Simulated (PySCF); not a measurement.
# Ti⁺, Ti²⁺: ionisation energy in cc-pVTZ

Each state of titanium is computed at each level; their differences give the ionisation energy. How far do the methods differ?

The numbers are computed with PySCF 2.14.0 (unrestricted determinants in a Gaussian basis, no spin-orbit coupling in the energies), except any that are marked as measured or tabulated.

### 1 The system

- Element: titanium (Z = 22)
- Basis: cc-pVTZ
- Hamiltonian: the non-relativistic Hamiltonian (point nucleus)
- State 1: Ti⁺: [Ar] 3d2 4s1, high-spin 4F determinant
- State 2: Ti²⁺: [Ar] 3d2, high-spin 3F determinant
- Methods: UHF, PBE, PBE0, MP2
- Core shells frozen in the correlated runs: valence: [Ar] (for Ti⁺)

The outer shells:

Ti+ [Ar] 3d2 4s1
```
[Ar] core
3d [↑ ][↑ ][  ][  ][  ]
4s [↑ ]
```

Ti2+ [Ar] 3d2
```
[Ar] core
3d [↑ ][↑ ][  ][  ][  ]
```

One driver process ran all states and methods and kept the integrals in memory. Each run is shown as a PySCF script that sums up its settings (the driver passes frozen orbitals as a list and adds second-order terms of double hybrids); the logs are those of the runs themselves. The driver starts from symmetry-adapted Hartree-Fock orbitals, holds the occupation by maximum overlap and uses a logarithmic radial grid for functionals, so a plain start would take other cycles.

It was started by

```
$ OMP_NUM_THREADS=1 python atomrun2.py TASK.json OUT
```

The integrals over 68 functions and the set-up took 0.77 s of CPU time.

### 2 Ti⁺, method by method

UHF:

Input file input.py:

```python
from pyscf import gto, scf, dft, mp, cc
import basis_set_exchange as bse
mol = gto.M(atom="Ti 0 0 0", charge=1, spin=3, symmetry="D2h",
            basis=gto.basis.parse(bse.get_basis("cc-pVTZ", elements=["Ti"], fmt="nwchem", header=False)))
mf = scf.UHF(mol)
mf.irrep_nelec = {'Ag': (5, 3), 'B1g': (1, 0), 'B1u': (2, 2), 'B2u': (2, 2), 'B3u': (2, 2)}
mf.kernel()
```

PBE:

Changes to input.py:

```diff
@@ -4,3 +4,3 @@
             basis=gto.basis.parse(bse.get_basis("cc-pVTZ", elements=["Ti"], fmt="nwchem", header=False)))
-mf = scf.UHF(mol)
+mf = dft.UKS(mol, xc="PBE")
 mf.irrep_nelec = {'Ag': (5, 3), 'B1g': (1, 0), 'B1u': (2, 2), 'B2u': (2, 2), 'B3u': (2, 2)}
```

PBE0:

Changes to input.py:

```diff
@@ -4,3 +4,3 @@
             basis=gto.basis.parse(bse.get_basis("cc-pVTZ", elements=["Ti"], fmt="nwchem", header=False)))
-mf = dft.UKS(mol, xc="PBE")
+mf = dft.UKS(mol, xc="PBE0")
 mf.irrep_nelec = {'Ag': (5, 3), 'B1g': (1, 0), 'B1u': (2, 2), 'B2u': (2, 2), 'B3u': (2, 2)}
```

MP2 (valence):

Changes to input.py:

```diff
@@ -4,4 +4,5 @@
             basis=gto.basis.parse(bse.get_basis("cc-pVTZ", elements=["Ti"], fmt="nwchem", header=False)))
-mf = dft.UKS(mol, xc="PBE0")
+mf = scf.UHF(mol)
 mf.irrep_nelec = {'Ag': (5, 3), 'B1g': (1, 0), 'B1u': (2, 2), 'B2u': (2, 2), 'B3u': (2, 2)}
 mf.kernel()
+mp.UMP2(mf, frozen=9).kernel()
```

### 3 Ti²⁺: the ladder of methods

UHF:

Input file input.py:

```python
from pyscf import gto, scf, dft, mp, cc
import basis_set_exchange as bse
mol = gto.M(atom="Ti 0 0 0", charge=2, spin=2, symmetry="D2h",
            basis=gto.basis.parse(bse.get_basis("cc-pVTZ", elements=["Ti"], fmt="nwchem", header=False)))
mf = scf.UHF(mol)
mf.irrep_nelec = {'Ag': (4, 3), 'B1g': (1, 0), 'B1u': (2, 2), 'B2u': (2, 2), 'B3u': (2, 2)}
mf.kernel()
```

PBE:

Changes to input.py:

```diff
@@ -4,3 +4,3 @@
             basis=gto.basis.parse(bse.get_basis("cc-pVTZ", elements=["Ti"], fmt="nwchem", header=False)))
-mf = scf.UHF(mol)
+mf = dft.UKS(mol, xc="PBE")
 mf.irrep_nelec = {'Ag': (4, 3), 'B1g': (1, 0), 'B1u': (2, 2), 'B2u': (2, 2), 'B3u': (2, 2)}
```

PBE0:

Changes to input.py:

```diff
@@ -4,3 +4,3 @@
             basis=gto.basis.parse(bse.get_basis("cc-pVTZ", elements=["Ti"], fmt="nwchem", header=False)))
-mf = dft.UKS(mol, xc="PBE")
+mf = dft.UKS(mol, xc="PBE0")
 mf.irrep_nelec = {'Ag': (4, 3), 'B1g': (1, 0), 'B1u': (2, 2), 'B2u': (2, 2), 'B3u': (2, 2)}
```

MP2 (valence):

Changes to input.py:

```diff
@@ -4,4 +4,5 @@
             basis=gto.basis.parse(bse.get_basis("cc-pVTZ", elements=["Ti"], fmt="nwchem", header=False)))
-mf = dft.UKS(mol, xc="PBE0")
+mf = scf.UHF(mol)
 mf.irrep_nelec = {'Ag': (4, 3), 'B1g': (1, 0), 'B1u': (2, 2), 'B2u': (2, 2), 'B3u': (2, 2)}
 mf.kernel()
+mp.UMP2(mf, frozen=9).kernel()
```

What does the calculation give?

**Answer**, as computed:

| quantity | value |
| --- | --- |
| ionisation energy, Ti⁺ | UHF 12.852, MP2 (valence) 13.028 eV; reference 13.575 |

The methods span 1.066 eV, from UHF (12.852) to PBE (13.918). The reference is uncertain or not like for like (spin-orbit coupling or other relativistic terms), so no ranking of close methods is drawn. All values hold for this basis alone; no basis-set limit was taken.
